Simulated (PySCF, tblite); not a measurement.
**C2H7B3O3, a small molecule taken as a stand-in for a surface group (boron oxide ring): NMR shifts, core binding energies and electronic excitations**

Aim: the NMR shifts, core binding energies and electronic excitations of `CCB1OBOBO1`.

Programs: tblite 0.8.0 and PySCF 2.14.0. All values are calculated, for the isolated system unless a continuum is named. Atoms count from 0, parts from 1.

## 1. Starting point

15 atoms, charge 0, multiplicity 1; geometry: distance geometry start.

## 2. Relaxing the cluster with GFN2-xTB

What the job is given:

```
{"job": {"kind": "relax", "xc": "GFN2-xTB", "basis": "xTB"}, "charge": 0, "multiplicity": 1}
O      0.912805     0.866025     0.923056
B      1.991201     1.355003     0.078714
O      3.053196     0.432522    -0.317734
B      2.369036    -0.879097    -0.476224
O      0.971257    -0.759071    -0.960390
B      0.243341    -0.221960     0.188558
C     -1.234806    -0.657562     0.438589
C     -2.230891     0.321154    -0.102449
H      1.686940     2.153815    -0.728188
H      2.553467    -1.742271     0.330280
H     -1.374255    -1.589331    -0.170856
H     -1.451045    -0.903890     1.497561
H     -2.642289     0.996349     0.686116
H     -3.087106    -0.245642    -0.505141
H     -1.809912     0.943227    -0.946252
```

With the program's defaults for keys left out, this is: GFN2-xTB geometry optimisation, gas phase.

Command:

```
> OMP_NUM_THREADS=1 python cluster_run.py task.json out
```

One launch serves the whole session: the jobs run in the order shown.

**Question.** The jobs that follow are: PBE0-D3(BJ)/def2-SVP geometry optimisation, gas phase; GIAO PBE0/pcSseg-1 NMR shielding, non-relativistic, gas phase; delta-SCF UKS SCAN, pcX-2 on the ionised atom, pcseg-1 elsewhere, spin-free X2C; TDDFT CAM-B3LYP/def2-SVPD, vertical, gas phase, core orbitals frozen in the response. Predict: point group; rotational constants (main isotopes); 13C shifts against TMS (PBE0/pcSseg-1); 1H shifts against TMS (PBE0/pcSseg-1); 17O shifts against H2O (PBE0/pcSseg-1); 11B shifts against BF3·OEt2 (PBE0/pcSseg-1); O1s binding energies, SCAN/pcX-2 (standing for 2 of 3 atoms); B1s binding energies, SCAN/pcX-2 (standing for 2 of 3 atoms); C1s binding energies, SCAN/pcX-2 (standing for 1 of 2 atoms); lowest singlet (CAM-B3LYP/def2-SVPD); lowest triplet; vertical ionisation energy (ΔSCF).

As calculated:

| quantity | value |
| --- | --- |
| point group | C1 |
| rotational constants (main isotopes) | 4.88, 1.45, 1.14 GHz |
| 13C shifts against TMS (PBE0/pcSseg-1) | 10.1, 8.4 ppm |
| 1H shifts against TMS (PBE0/pcSseg-1) | 4.61, 4.57, 1.27, 1.06, 1.00, 0.98, 0.89 ppm |
| 17O shifts against H2O (PBE0/pcSseg-1) | 222.2, 219.3, 218.3 ppm |
| 11B shifts against BF3·OEt2 (PBE0/pcSseg-1) | 33.4, 26.7, 26.5 ppm |
| O1s binding energies, SCAN/pcX-2 (standing for 2 of 3 atoms) | O0 539.14, O4 539.13 eV |
| B1s binding energies, SCAN/pcX-2 (standing for 2 of 3 atoms) | B1 198.15, B5 197.82 eV |
| C1s binding energies, SCAN/pcX-2 (standing for 1 of 2 atoms) | C6 290.38 eV |
| lowest singlet (CAM-B3LYP/def2-SVPD) | 7.61 eV (163 nm), f = 0.018 |
| lowest triplet | 7.00 eV |
| vertical ionisation energy (ΔSCF) | 11.33 eV |

The start of the PBE0/def2-SVP relaxation was shaken at random by about 0.01 Å, so part of the energy gained, and of the first lengths quoted, undoes that. Over 4 steps the energy fell by 0.190 eV; of the close pairs, B3–H9 changed most, 1.148 to 1.202 Å (PBE0/def2-SVP). Hydrogens of an XH3 group are listed apart at this fixed geometry; free rotation makes them one line at their mean. At SCAN/pcX-2: the O1s levels computed lie within 0.01 eV of one another, too close to rank. Only 2 of the 3 O atoms are covered by sound results. At SCAN/pcX-2: The B1s levels kept as sound span 0.32 eV, from B5 (boron bonded to C, 2 O) up to B1 (boron bonded to 2 O, H). Only 2 of the 3 B atoms are covered by sound results. The first singlet state (HOMO→LUMO 0.43, HOMO−1→LUMO 0.22) lies at 7.61 eV and is weak; of the 6 states computed, the strongest absorption comes from states 1 to 3 together at 7.61 eV. The lowest triplet lies 0.61 eV below the lowest singlet (triplets in Tamm-Dancoff, singlets in full TDDFT). The orbital energy would give 10.46 eV for ionisation, ΔSCF gives 11.33 eV. A capped cluster stands for the solid here, so long-range fields and strain are missing, and bands or shifts of the capping hydrogens have no counterpart in it.
